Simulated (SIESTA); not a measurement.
## In3SbTe2 under changes of volume

One of the cells (31.051 Å³/atom); the others are scaled copies at fixed shape and fractional positions:

```
CELL_PARAMETERS angstrom
4.45742 0.00000 0.00000
-2.22871 3.86024 0.00000
0.00000 0.00000 10.82768
ATOMIC_POSITIONS crystal
Te 0.66667 0.33333 0.32831
Te 0.33333 0.66667 0.67169
Sb 0.00000 0.00000 0.00000
In 0.66667 0.33333 0.84307
In 0.33333 0.66667 0.15693
In 0.00000 0.00000 0.50000
```

The cell comes from a database or a generator and needn't be the stable form of this composition.

```yaml
Program: SIESTA 5.4.2
Functional: PBE
Potentials_or_basis: PseudoDojo 0.4 standard (PBE files)
Basis: DZP (energy shift 0.003 Ry; two zetas on semicore shells)
Grid_cutoff: 500 Ry
Energy_shift: 0.003 Ry
k_mesh: 7 × 7 × 3
Occupations: fermi-dirac, width 0.05 eV
Spin: no spin polarisation
```

```csv
volume (Å³/atom),energy over the lowest point (meV/atom),pressure (GPa),largest force (eV/Å)
28.616,18.39,3.3,0.211
29.225,8.15,2.2,0.208
29.834,1.85,1.2,0.205
31.051,0.00,-0.5,0.183
31.660,3.40,-1.2,0.175
32.269,?,?,?
```

Question: What does the run at 32.269 Å³/atom give?

Answer: Energy over the lowest point 9.39 meV/atom; pressure -1.9 GPa; largest force 0.165 eV/Å.

Worked out: A Birch-Murnaghan fit of order 3 (a polynomial in V^(-2/3)) to the other rows has its minimum at 30.62 Å³/atom with B0 = V·E''(V) = 41 GPa and B' = 5.4 at fixed shape and positions, which overstates the stiffness. It gives 9.34 meV/atom at 32.269 Å³/atom, against the run's 9.39, and -dE/dV = -1.9 GPa, against -1.9.

Energies are extrapolated to zero smearing.

Caveats: the basis of atomic orbitals isn't converged, which shifts pressures, moduli and gaps.
